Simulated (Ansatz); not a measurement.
# RuF3: the cost of one run

Computed with Ansatz 0.2.0 (DFT PBEsol, scalar-relativistic, plane waves, PAW, unless a step's input says otherwise).

### 1 The structure to begin with

Symmetry: Pm-3m, No. 221, cubic system. The conventional cell has a = 3.975 Å, b = 3.975 Å, c = 3.975 Å, α = 90.00°, β = 90.00°, γ = 90.00°. Ru (site symmetry m-3m) has 6 F at 1.99 Å as nearest neighbours. F (site symmetry 4/mmm) is surrounded by 2 Ru at 1.99 Å.

As a file:

```cif
data_structure
_symmetry_space_group_name_H-M 'Pm-3m'
_symmetry_Int_Tables_number 221
_cell_length_a 3.9749
_cell_length_b 3.9749
_cell_length_c 3.9749
_cell_angle_alpha 90.000
_cell_angle_beta 90.000
_cell_angle_gamma 90.000
_cell_volume 62.80
loop_
_atom_site_label
_atom_site_type_symbol
_atom_site_symmetry_multiplicity
_atom_site_Wyckoff_symbol
_atom_site_fract_x
_atom_site_fract_y
_atom_site_fract_z
_atom_site_occupancy
Ru1 Ru 1 a 0.00000 0.00000 0.00000 1
F1 F 3 d 0.50000 0.00000 0.00000 1
```

An earlier run at PBEsol left this cell at 15.700 Å³/atom and 0.01 GPa (8×8×8 mesh).

Volume factors to run: 0.980, 1.020, 0.960, 1.040.

### 2 Volume × 0.980

Input file input.yaml:

```yaml
crystal:
  lattice:
    - [3.9481876074, 0.0, 0.0]
    - [0.0, 3.9481876074, 0.0]
    - [0.0, 0.0, 3.9481876074]
  atoms:
    - { symbol: Ru, position: [0.0, 0.0, 0.0], spin: 1.34 }
    - { symbol: F, position: [0.5, 0.0, 0.0] }
    - { symbol: F, position: [0.0, 0.0, 0.5] }
    - { symbol: F, position: [0.0, 0.5, 0.0] }
basis:
  ecutwfc: 420
  ecutrho_ratio: 4
kpoints:
  mp_grid: { grid: [8, 8, 8] }
hamiltonian:
  xc: pbesol
scf:
  occupations: { method: gaussian, width: 0.05 }
output:
  forces: true
  stress: true
  eigenvalues: true
  populations: true
magnetization:
  spin_polarized: true
```

**Question.** How long does this run take on 4 threads of an Arm CPU, shared host, and how much memory does it need?

About 4.5 s, with a peak of 0.39 GiB.
